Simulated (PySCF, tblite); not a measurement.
**C7H6N2: geometry, infrared bands and NMR shifts**

What infrared bands and NMR shifts should C7H6N2 (`N#CC1(C#N)CC12CC2`) show?

Computed with tblite 0.8.0 and PySCF 2.14.0, with density-fitted response routines of our own, on a single molecule in the gas phase. Atoms count from 0, in the outputs and in this text.

## Step 1: The starting structure

15 atoms, charge 0, multiplicity 1; geometry from: force field or distance geometry start.

Bonds of the start (Å): N0–C1 1.16, C1–C2 1.44, C2–C3 1.43, C3–N4 1.16, C2–C5 1.55, C5–C6 1.46, C6–C7 1.46, C7–C8 1.52, C6–C2 1.47, C8–C6 1.46, C5–H9 1.09, C5–H10 1.08, C7–H11 1.09, C7–H12 1.09, C8–H13 1.08, C8–H14 1.09.

## Step 2: Geometry optimisation with GFN2-xTB

What the job is given:

```
{"job": {"kind": "relax", "xc": "GFN2-xTB", "basis": "xTB"}, "charge": 0, "multiplicity": 1}
N      1.555500     2.816900    -0.498200
C      1.324600     1.692700    -0.368200
C      1.053200     0.293900    -0.161300
C      1.883400    -0.565000    -0.941500
N      2.555600    -1.297100    -1.535700
C      0.620800    -0.166900     1.253600
C     -0.325200    -0.115700     0.146900
C     -1.320100    -1.035000    -0.384400
C     -1.675800     0.401800    -0.020400
H      0.959100    -1.137900     1.606200
H      0.539100     0.578300     2.036400
H     -1.295300    -1.296800    -1.440200
H     -1.710700    -1.826400     0.261500
H     -2.288100     0.562700     0.856400
H     -1.880600     1.102400    -0.833100
```

Launch:

```console
OMP_NUM_THREADS=1 python probes_run.py task.json out
```

The driver reads the jobs from task.json and runs them one after another.

**Question.** This job is followed by: GFN2-xTB harmonic vibrations, gas phase; GIAO PBE0/pcSseg-1 NMR shielding, non-relativistic, gas phase. Predict these results of the whole session: strongest single infrared mode (GFN2-xTB); zero-point energy (GFN2-xTB); ¹³C shifts against TMS (PBE0/pcSseg-1, means over atoms taken as alike); ¹H shifts against TMS (PBE0/pcSseg-1, means over atoms taken as alike); ¹⁵N shifts against NH3 (PBE0/pcSseg-1, means over atoms taken as alike); surface potential, 1st and 99th percentile.

The runs gave:

```
                                                               quantity                             value
                              strongest single infrared mode (GFN2-xTB)             2389 cm⁻¹, 323 km/mol
                                           zero-point energy (GFN2-xTB)                     69.4 kcal/mol
¹³C shifts against TMS (PBE0/pcSseg-1, means over atoms taken as alike)  121.0, 30.5, 28.2, 10.6, 4.8 ppm
 ¹H shifts against TMS (PBE0/pcSseg-1, means over atoms taken as alike)              1.89, 1.51, 1.17 ppm
¹⁵N shifts against NH3 (PBE0/pcSseg-1, means over atoms taken as alike)                         302.0 ppm
                                  surface potential, 1st and 99th percentile                -1.60 V and 1.44 V
```

In words: Over 42 steps the energy fell by 0.112 eV; of the close pairs, C2–C6 changed most, 1.471 to 1.508 Å. All 39 modes are real, so the xTB geometry is a minimum. The strongest single mode, at 2389 cm⁻¹, is carried by C3, C1, N4, N0. GFN2-xTB is a fitted tight-binding method: band positions and strengths are rough. Its intensities can rank the bands wrongly. The most deshielded carbon is C1, C3 (mean) (nitrile carbon), at 121.0 ppm: typical of a nitrile. At PBE0/pcSseg-1: The largest span, 513 ppm, is at N0, N4, where the paramagnetic term is -374 ppm. By nearest atom (PBE0/pcSseg-1), the HOMO sits on C2 18 %; N0, N4 about 16 % each and the LUMO on N0, N4 about 14 % each; C1, C3, C5 about 12 % each.
